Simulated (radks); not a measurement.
# Spin polarisation of the 4p shell in Se

The task here is to estimate one member of a computed series from the others.

Method: scalar-relativistic Kohn-Sham, PBE, spin-polarised, spherical densities, finite nucleus. Code: radks (a radial shooting solver on a logarithmic mesh, Libxc functionals) version 1.

### The system

* element: selenium (Z = 34)
* charge: 0
* electrons: 34
* configuration: [Ar] 3d10 4s2 4p(up 2, down 2)
* nuclear rms radius: 4.14 fm

A shell typed twice in an input gives spin up, then spin down.

Set-up of the first run:

The run's settings:

```text
Z 34
configuration [Ar] 3d10 4s2 4p2 4p2
relativity scalar-relativistic
functional pbe,pbe
spin polarised
nucleus finite rms 4.14 fm
c 137.035999084
```

Among the steps run: No moment.

One of the session's tables, all rows but one given; the rest of the session is left out.

It belongs to the step «No moment». From the orbitals of this run (lengths in bohr):

```
level      <r>  outermost maximum (interpolated)  90 % within  nodes
   1s  0.04408                            0.0288       0.0788      0
   2s        ?                                 ?            ?      ?
   2p   0.1711                             0.132        0.279      0
   3s   0.5740                             0.502        0.856      2
   3p   0.5896                             0.500        0.902      1
   3d   0.6306                             0.453         1.05      0
   4s    1.795                              1.51         2.69      3
   4p    2.302                              1.81         3.59      2
```

Estimate the missing values for 2s.

**Answer.** <r>: 0.1959; outermost maximum (interpolated): 0.164; 90 % within: 0.303; nodes: 1. In the column «<r>» it lies between 2p (0.1711) and 3s (0.5740).
